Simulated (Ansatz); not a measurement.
# C₃H₈Si₂: how energies converge with the basis set

How large a basis does C₃H₈Si₂ need? Two functionals are run in growing sets.

Method: one geometry, several basis sets; program: Ansatz 0.2.0, Gaussian basis.

Levels to be run: PBE0-D4/def2-SVP; ωB97M-V/def2-SVP; PBE0-D4/def2-QZVPP; ωB97M-V/def2-QZVPP; the functionals' def2-TZVPP values are taken from earlier runs.

### 1 The relaxed structure

The geometry comes from an earlier relaxation with PBE0-D4 in a triple-zeta def2 set; it is a stationary point, not always the lowest conformer.

SMILES `C=C=C([SiH3])[SiH3]`, 13 atoms, charge 0, spin multiplicity 1.

Atoms are counted from 1 here; the program's logs count them from 0.

Bond lengths: C1–C2 1.302 Å, C1–H6 1.084 Å, C1–H7 1.084 Å, C2–C3 1.301 Å, C3–Si4 1.867 Å, C3–Si5 1.867 Å, Si4–H8 1.487 Å, Si4–H9 1.484 Å, Si4–H10 1.487 Å, Si5–H11 1.484 Å, Si5–H12 1.487 Å, Si5–H13 1.487 Å. Angles: C2–C1–H6 120.9°, C2–C1–H7 120.9°, H6–C1–H7 118.1°, C1–C2–C3 180.0°, C2–C3–Si4 118.8°, C2–C3–Si5 118.8°, Si4–C3–Si5 122.4°, C3–Si4–H8 109.7°, C3–Si4–H9 109.8°, C3–Si4–H10 109.7°, H8–Si4–H9 109.9°, H8–Si4–H10 107.8°, H9–Si4–H10 109.9°, C3–Si5–H11 109.8°, C3–Si5–H12 109.7°, C3–Si5–H13 109.7°, H11–Si5–H12 109.9°, H11–Si5–H13 109.9° and more.

### 2 PBE0-D4 in def2-SVP

in.yaml

```yaml
crystal:
  periodic: [false, false, false]
  atoms:
    - {symbol: C, position_ang: [-1.070923, 2.001217, -1.007728]}
    - {symbol: C, position_ang: [-0.509459, 0.952167, -0.479476]}
    - {symbol: C, position_ang: [0.051933, -0.096545, 0.048521]}
    - {symbol: Si, position_ang: [0.259346, -0.167586, 1.902154]}
    - {symbol: Si, position_ang: [0.619526, -1.473939, -1.076053]}
    - {symbol: H, position_ang: [-2.144039, 2.043591, -1.156067]}
    - {symbol: H, position_ang: [-0.478532, 2.856778, -1.311806]}
    - {symbol: H, position_ang: [-0.450026, -1.358411, 2.441410]}
    - {symbol: H, position_ang: [-0.288100, 1.067006, 2.516156]}
    - {symbol: H, position_ang: [1.700922, -0.305059, 2.241103]}
    - {symbol: H, position_ang: [0.326292, -1.122762, -2.487336]}
    - {symbol: H, position_ang: [-0.076831, -2.737260, -0.713852]}
    - {symbol: H, position_ang: [2.080187, -1.693995, -0.902228]}
basis:
  gaussian: {orbitals: def2-SVP}
hamiltonian: {xc: pbe0, dispersion: d4}
output: {orbitals: {seedname: orbitals}}
```

After this run come: ωB97M-V in def2-SVP; PBE0-D4 in def2-QZVPP; ωB97M-V in def2-QZVPP.

Q: Predict the results of all the runs planned. Wanted: PBE0-D4: double and triple zeta above quadruple; ωB97M-V: double and triple zeta above quadruple.

**Answer**, as computed:

| quantity | value |
| --- | --- |
| PBE0-D4: double and triple zeta above quadruple | 9.75, 0.71 eV |
| ωB97M-V: double and triple zeta above quadruple | 9.94, 0.66 eV |

What this shows: PBE0-D4 gains 9.03 eV from double to triple zeta, then 0.71 eV more. Total energies overstate the basis error of differences, where much of it tends to cancel.
